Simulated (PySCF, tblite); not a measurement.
# C7H6FN: a rotation path, then NMR shifts on frames, part 2 of 2

tblite 0.8.0 and PySCF 2.14.0. Atoms count from 0.

### 5 NMR shieldings: image 3, PBE0/pcSseg-1

The job: settings as JSON, then the geometry in Å.

```
{"job": {"kind": "nmr", "xc": "PBE0", "basis": "pcSseg-1", "pop": false}, "charge": 0, "multiplicity": 1}
C     -1.205400    -1.078800     1.100800
C     -1.066200    -0.012700     0.306100
C     -2.268000     0.675900    -0.027100
N     -3.259100     1.191600    -0.280700
C      0.156700     0.551700    -0.297300
C      0.153900     1.837600    -0.675100
C      1.352700    -0.241000    -0.610700
C      1.985600    -1.241100    -0.013700
F      1.660400    -1.816900     1.152300
H     -0.387300    -1.678900     1.443000
H     -2.183400    -1.362800     1.454500
H     -0.688200     2.485300    -0.501400
H      1.012900     2.288700    -1.143100
H      1.850700     0.100900    -1.509100
H      2.880300    -1.691500    -0.420400
```

Method: GIAO PBE0/pcSseg-1 NMR shielding, non-relativistic, gas phase.

The log of the run:

```text
coarse grid: 13472 points
cycle   1  E = -424.1875306535  dE =  1.391e+00  |g| = 5.840e-01  |ddm| = 3.813e+00
cycle   2  E = -424.0360689181  dE =  1.515e-01  |g| = 1.036e+00  |ddm| = 1.350e+00
cycle   3  E = -424.2532585132  dE = -2.172e-01  |g| = 1.983e-01  |ddm| = 9.273e-01
cycle   4  E = -424.2610004913  dE = -7.742e-03  |g| = 7.042e-02  |ddm| = 1.999e-01
cycle   5  E = -424.2619664197  dE = -9.659e-04  |g| = 1.860e-02  |ddm| = 6.560e-02
cycle   6  E = -424.2620445200  dE = -7.810e-05  |g| = 5.898e-03  |ddm| = 2.036e-02
cycle   7  E = -424.2620512832  dE = -6.763e-06  |g| = 2.373e-03  |ddm| = 7.714e-03
final grid: 133288 points
cycle   8  E = -424.3220264892  dE = -3.600e-05  |g| = 6.842e-03  |ddm| = 3.549e-02
cycle   9  E = -424.3220164080  dE =  1.008e-05  |g| = 9.219e-03  |ddm| = 1.440e-02
cycle  10  E = -424.3220375020  dE = -2.109e-05  |g| = 2.162e-03  |ddm| = 9.168e-03
cycle  11  E = -424.3220388063  dE = -1.304e-06  |g| = 2.874e-04  |ddm| = 2.280e-03
cycle  12  E = -424.3220388181  dE = -1.186e-08  |g| = 1.793e-04  |ddm| = 4.037e-04
cycle  13  E = -424.3220388233  dE = -5.133e-09  |g| = 6.877e-05  |ddm| = 1.687e-04
cycle  14  E = -424.3220388243  dE = -1.006e-09  |g| = 1.902e-05  |ddm| = 6.013e-05
cycle  15  E = -424.3220388243  dE = -6.230e-11  |g| = 5.428e-06  |ddm| = 2.039e-05
converged SCF energy = -424.3220388243

GIAO shielding tensors (ppm)
atom      isotropic    diamagn.    paramagn.     s11        s22        s33       span
  0 C       44.481     252.296    -207.815    -71.160     39.742    164.861    236.021
  1 C       58.578     254.873    -196.295    -49.901     84.744    140.891    190.792
  2 C       62.484     260.128    -197.644    -61.068    -44.497    293.016    354.084
  3 N      -44.460     341.167    -385.627   -193.221   -177.758    237.598    430.820
  4 C       42.497     252.745    -210.248    -69.166     45.850    150.806    219.973
  5 C       50.250     252.405    -202.156    -53.478     51.781    152.446    205.924
  6 C       71.407     257.739    -186.332    -29.376    104.684    138.913    168.288
  7 C       31.457     245.333    -213.876    -53.342     65.883     81.831    135.173
  8 F      282.716     476.784    -194.068    179.068    274.063    395.017    215.950
  9 H       24.709      31.712      -7.003     21.633     24.614     27.879      6.246
 10 H       25.126      28.287      -3.160     21.915     24.373     29.092      7.177
 11 H       25.313      31.189      -5.876     22.724     23.889     29.325      6.601
 12 H       25.836      30.497      -4.661     22.763     25.163     29.581      6.818
 13 H       26.143      31.376      -5.233     23.368     25.738     29.324      5.957
 14 H       25.043      27.446      -2.403     21.561     26.205     27.364      5.803
```

It took 60 s on 1 thread of Intel Xeon at 2.50GHz, shared host; peak memory 1 GiB.

Key values: δ C7 155.5, C4 144.4, C0 142.4, C5 136.7, H9 7.01, H14 6.67 ppm.

### 6 Nuclear shieldings: image 5, PBE0/pcSseg-1

The job: settings as JSON, then the geometry in Å.

```
{"job": {"kind": "nmr", "xc": "PBE0", "basis": "pcSseg-1", "pop": false}, "charge": 0, "multiplicity": 1}
C     -1.073900    -0.710100     1.465500
C     -1.007400    -0.033400     0.320600
C     -2.180100     0.156700    -0.455100
N     -3.127000     0.325400    -1.078500
C      0.202300     0.624800    -0.241000
C      0.215100     1.949900    -0.401100
C      1.344900    -0.170900    -0.675500
C      1.711400    -1.403800    -0.346100
F      1.072400    -2.196600     0.524700
H     -0.212800    -0.845700     2.095300
H     -1.997800    -1.155200     1.794800
H     -0.613300     2.567800    -0.100000
H      1.072600     2.456800    -0.810700
H      1.998100     0.333900    -1.373700
H      2.591300    -1.891400    -0.741100
```

With the program's defaults for keys left out, this is: GIAO PBE0/pcSseg-1 NMR shielding, non-relativistic, gas phase.

The log of the run:

```text
coarse grid: 13472 points
cycle   1  E = -424.1840196430  dE =  1.392e+00  |g| = 5.958e-01  |ddm| = 3.781e+00
cycle   2  E = -424.0244747512  dE =  1.595e-01  |g| = 1.060e+00  |ddm| = 1.343e+00
cycle   3  E = -424.2528500192  dE = -2.284e-01  |g| = 2.013e-01  |ddm| = 9.395e-01
cycle   4  E = -424.2607882058  dE = -7.938e-03  |g| = 7.298e-02  |ddm| = 2.035e-01
cycle   5  E = -424.2618090991  dE = -1.021e-03  |g| = 2.052e-02  |ddm| = 6.871e-02
cycle   6  E = -424.2619080417  dE = -9.894e-05  |g| = 6.314e-03  |ddm| = 2.368e-02
cycle   7  E = -424.2619157704  dE = -7.729e-06  |g| = 2.239e-03  |ddm| = 7.557e-03
final grid: 133288 points
cycle   8  E = -424.3221426456  dE = -3.529e-05  |g| = 6.936e-03  |ddm| = 3.547e-02
cycle   9  E = -424.3221354361  dE =  7.210e-06  |g| = 8.755e-03  |ddm| = 1.476e-02
cycle  10  E = -424.3221544255  dE = -1.899e-05  |g| = 1.904e-03  |ddm| = 8.805e-03
cycle  11  E = -424.3221553814  dE = -9.558e-07  |g| = 2.704e-04  |ddm| = 1.877e-03
cycle  12  E = -424.3221553942  dE = -1.284e-08  |g| = 1.569e-04  |ddm| = 3.536e-04
cycle  13  E = -424.3221553982  dE = -4.003e-09  |g| = 6.107e-05  |ddm| = 1.525e-04
cycle  14  E = -424.3221553990  dE = -7.765e-10  |g| = 1.737e-05  |ddm| = 5.925e-05
converged SCF energy = -424.3221553990

GIAO shielding tensors (ppm)
atom      isotropic    diamagn.    paramagn.     s11        s22        s33       span
  0 C       41.047     250.638    -209.590    -84.379     42.530    164.991    249.371
  1 C       60.416     257.193    -196.777    -52.689     84.095    149.842    202.531
  2 C       62.704     259.149    -196.445    -59.342    -45.492    292.946    352.288
  3 N      -45.457     340.868    -386.325   -186.030   -180.288    229.947    415.977
  4 C       40.754     254.742    -213.987    -72.953     47.508    147.708    220.662
  5 C       55.403     251.517    -196.114    -49.197     61.077    154.330    203.527
  6 C       69.867     256.217    -186.351    -28.723     99.327    138.996    167.719
  7 C       28.333     244.588    -216.254    -53.654     60.438     78.216    131.871
  8 F      285.649     477.369    -191.721    175.711    237.037    444.198    268.487
  9 H       25.252      31.197      -5.944     20.274     26.271     29.212      8.938
 10 H       25.017      28.502      -3.485     20.821     25.312     28.920      8.099
 11 H       26.081      30.569      -4.488     22.795     25.141     30.307      7.512
 12 H       25.961      30.570      -4.608     22.891     25.459     29.534      6.643
 13 H       26.157      31.626      -5.470     24.214     25.535     28.720      4.506
 14 H       24.951      27.487      -2.536     21.638     26.262     26.953      5.315
```

It took 51 s on 1 thread of Intel Xeon at 2.50GHz, shared host; peak memory 1 GiB.

In short: δ C7 158.6, C4 146.2, C0 145.9, C5 131.5, H14 6.77, H10 6.70 ppm.

### 7 NMR shieldings: image 8, PBE0/pcSseg-1

The job: settings as JSON, then the geometry in Å.

```
{"job": {"kind": "nmr", "xc": "PBE0", "basis": "pcSseg-1", "pop": false}, "charge": 0, "multiplicity": 1}
C     -1.328400    -0.023200     1.664200
C     -0.917400    -0.065900     0.397200
C     -1.653700    -0.782800    -0.581000
N     -2.244900    -1.333300    -1.393400
C      0.280400     0.641400    -0.112100
C      0.454800     1.940500     0.136700
C      1.235700    -0.115600    -0.913000
C      1.393300    -1.434300    -0.912700
F      0.686900    -2.267600    -0.137400
H     -0.771100     0.515400     2.411900
H     -2.217800    -0.537900     1.984800
H     -0.253700     2.504100     0.718700
H      1.311700     2.474800    -0.236800
H      1.901600     0.459700    -1.538400
H      2.118300    -1.967200    -1.510400
```

Level: GIAO PBE0/pcSseg-1 NMR shielding, non-relativistic, gas phase.

The log of the run:

```text
coarse grid: 13472 points
cycle   1  E = -424.1898312047  dE =  1.399e+00  |g| = 5.967e-01  |ddm| = 3.788e+00
cycle   2  E = -424.0356506827  dE =  1.542e-01  |g| = 1.054e+00  |ddm| = 1.329e+00
cycle   3  E = -424.2581401884  dE = -2.225e-01  |g| = 2.055e-01  |ddm| = 9.383e-01
cycle   4  E = -424.2664681861  dE = -8.328e-03  |g| = 7.255e-02  |ddm| = 2.103e-01
cycle   5  E = -424.2674600191  dE = -9.918e-04  |g| = 2.042e-02  |ddm| = 6.832e-02
cycle   6  E = -424.2675586434  dE = -9.862e-05  |g| = 6.307e-03  |ddm| = 2.412e-02
cycle   7  E = -424.2675662829  dE = -7.639e-06  |g| = 2.186e-03  |ddm| = 7.287e-03
final grid: 133288 points
cycle   8  E = -424.3269720523  dE = -3.793e-05  |g| = 6.557e-03  |ddm| = 3.659e-02
cycle   9  E = -424.3269670677  dE =  4.985e-06  |g| = 7.933e-03  |ddm| = 1.459e-02
cycle  10  E = -424.3269827681  dE = -1.570e-05  |g| = 1.844e-03  |ddm| = 8.416e-03
cycle  11  E = -424.3269836421  dE = -8.740e-07  |g| = 2.296e-04  |ddm| = 1.678e-03
cycle  12  E = -424.3269836530  dE = -1.088e-08  |g| = 1.198e-04  |ddm| = 3.341e-04
cycle  13  E = -424.3269836557  dE = -2.698e-09  |g| = 3.725e-05  |ddm| = 1.255e-04
cycle  14  E = -424.3269836559  dE = -2.422e-10  |g| = 1.744e-05  |ddm| = 4.432e-05
converged SCF energy = -424.3269836559

GIAO shielding tensors (ppm)
atom      isotropic    diamagn.    paramagn.     s11        s22        s33       span
  0 C       49.325     250.402    -201.077    -66.456     53.850    160.582    227.038
  1 C       52.940     258.452    -205.512    -64.578     73.873    149.526    214.104
  2 C       64.231     259.869    -195.637    -53.813    -46.413    292.920    346.734
  3 N      -50.285     341.117    -391.402   -200.107   -183.453    232.704    432.811
  4 C       38.207     255.760    -217.553    -75.176     39.908    149.890    225.067
  5 C       61.848     251.767    -189.919    -32.209     66.231    151.524    183.733
  6 C       71.066     256.312    -185.246    -28.001     98.340    142.859    170.860
  7 C       25.497     245.436    -219.939    -60.231     56.850     79.870    140.101
  8 F      273.622     477.351    -203.730    163.851    226.989    430.025    266.173
  9 H       25.401      31.090      -5.689     21.448     25.313     29.443      7.995
 10 H       25.563      28.670      -3.107     21.876     24.938     29.876      8.001
 11 H       26.225      31.099      -4.873     23.054     25.243     30.380      7.325
 12 H       26.345      30.528      -4.184     23.961     25.082     29.991      6.030
 13 H       26.072      31.627      -5.555     24.374     25.660     28.181      3.808
 14 H       24.837      27.852      -3.015     21.652     26.208     26.650      4.997
```

Wall time 49 s (1 thread of Intel Xeon at 2.50GHz, shared host); peak memory 1 GiB.

This run: δ C7 161.4, C4 148.7, C0 137.6, C1 134.0, H14 6.88, H9 6.32 ppm.

### 8 Comparing the runs: NMR shifts

Shifts (ppm) of some atoms, chosen among heavy atoms and hydrogens apart, with basis size and wall time:

```tsv
frame	C7	C0	C5	C1	H9	H11	F8	functions	time
image 0	159.1	142.5	129.8	127.0	6.25	6.04	-96.6	183	75 s
image 1	158.2	142.7	131.8	125.4	6.26	6.37	-97.4	183	55 s
image 3	155.5	142.4	136.7	128.3	7.01	6.40	-111.8	183	60 s
image 5	158.6	145.9	131.5	126.5	6.46	5.64	-114.7	183	51 s
image 8	161.4	137.6	125.1	134.0	6.32	5.49	-102.7	183	49 s
```

### 9 What came out

The summary covers parts 1 to 2.

| quantity | value |
| --- | --- |
| barrier | 0.180 eV (4.2 kcal/mol) at image 3 |
| end to end (GFN2-xTB) | -0.004 eV |
| 13C shifts against TMS (PBE0/pcSseg-1, image 0) | 159.1, 145.1, 142.5, 129.8, 127.0, 123.4, 115.9 ppm |
| 1H shifts against TMS (PBE0/pcSseg-1, image 0) | 6.75, 6.55, 6.25, 6.04, 5.77, 5.63 ppm |
| 15N shifts against NH3 (PBE0/pcSseg-1, image 0) | 315.9 ppm |
| 19F shifts against CFCl3 (PBE0/pcSseg-1, image 0) | -96.6 ppm |
| surface potential, 1st and 99th percentile | -1.77 V and 1.41 V |
| range of the shift of F8 | -114.7 to -96.6 ppm |

In words: Along the band the dihedral turns by 164°, and the top (dihedral 208°) lies 4.2 kcal/mol above the start (GFN2-xTB, rough), so at room temperature this motion is fast. The top was not checked by a frequency run. Shifts at one fixed geometry are not the observed spectrum, which averages over the motion. In the first frame run (image 0): The largest span, 431 ppm, is at N3, where the paramagnetic term is -389 ppm. At PBE0/pcSseg-1, counted by nearest atom on the grid, the HOMO lies on C5 25 %; C7 16 %, the LUMO on C0 23 %; C1, C5 about 15 % each. Across the 5 runs the shift of F8 moves most, between -114.7 (image 5) and -96.6 ppm (image 0).
